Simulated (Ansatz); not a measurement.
**GeH2Cl2 (SMILES [Cl][GeH2][Cl]): functionals against CCSD(T) at one geometry**

An exercise on one series of results from a longer session: the logs are not shown, and one member is left open.

Program: Ansatz 0.2.0, Gaussian basis. Level of theory: single points in def2-TZVPP. These are calculated values, not measurements.

Cores are frozen in the correlated methods. Filled d shells of the heavier atoms are correlated.

**The system as given**

SMILES `[Cl][GeH2][Cl]`, 5 atoms, charge 0, spin multiplicity 1.

Atoms are counted from 1 here; the program's logs count them from 0.

Bond lengths: Cl1–Ge2 2.141 Å, Ge2–Cl3 2.101 Å, Ge2–H4 1.333 Å, Ge2–H5 1.609 Å. Angles: Cl1–Ge2–Cl3 107.2°, Cl1–Ge2–H4 115.3°, Cl1–Ge2–H5 99.5°, Cl3–Ge2–H4 117.1°, Cl3–Ge2–H5 99.4°, H4–Ge2–H5 115.9°.

Geometry (Å):

```xyz
5
charge 0, multiplicity 1
Cl   -1.6829    0.1173    1.0118
Ge    0.0612    0.0744   -0.2293
Cl    1.5527   -0.9558    0.8322
H    -0.1489   -0.2930   -1.4932
H     0.5776    1.5830   -0.0128
```

Set-up of the first run:

run/in.yaml reads:

```yaml
crystal:
  periodic: [false, false, false]
  atoms:
    - {symbol: Cl, position_ang: [-1.682900, 0.117300, 1.011800]}
    - {symbol: Ge, position_ang: [0.061200, 0.074400, -0.229300]}
    - {symbol: Cl, position_ang: [1.552700, -0.955800, 0.832200]}
    - {symbol: H, position_ang: [-0.148900, -0.293000, -1.493200]}
    - {symbol: H, position_ang: [0.577600, 1.583000, -0.012800]}
basis:
  gaussian: {orbitals: def2-TZVPP}
correlation: {method: ccsd_t}
output: {forces: true}
```

No record of the launch command was kept for these runs.

Among the steps run: CCSD(T)/def2-TZVPP; PBE0-D4/def2-TZVPP; wB97M-V/def2-TZVPP; r2SCAN-D4/def2-TZVPP; PBE-D4/def2-TZVPP; HSE06-D4/def2-TZVPP; r2SCANh-D4/def2-TZVPP.

One of the session's tables, all rows but one given; the rest of the session is left out.

| method | RMS force component (eV/Å) | angle to CCSD(T) forces (°) | dipole (D) |
| --- | --- | --- | --- |
| CCSD(T) | 2.213 | reference | 2.11 |
| PBE0-D4 | 2.238 | 1.5 | 2.13 |
| wB97M-V | 2.210 | 0.6 | 2.16 |
| r2SCAN-D4 | 2.202 | 0.8 | 2.11 |
| PBE-D4 | 2.201 | 4.2 | 2.00 |
| HSE06-D4 | ? | ? | ? |
| r2SCANh-D4 | 2.215 | 1.2 | 2.14 |

Q: Estimate the row for HSE06-D4 from the others.

**Answer.** RMS force component (eV/Å): 2.237; angle to CCSD(T) forces (°): 1.5; dipole (D): 2.13. In the column «RMS force component (eV/Å)» it lies between r2SCANh-D4 (2.215) and PBE0-D4 (2.238).
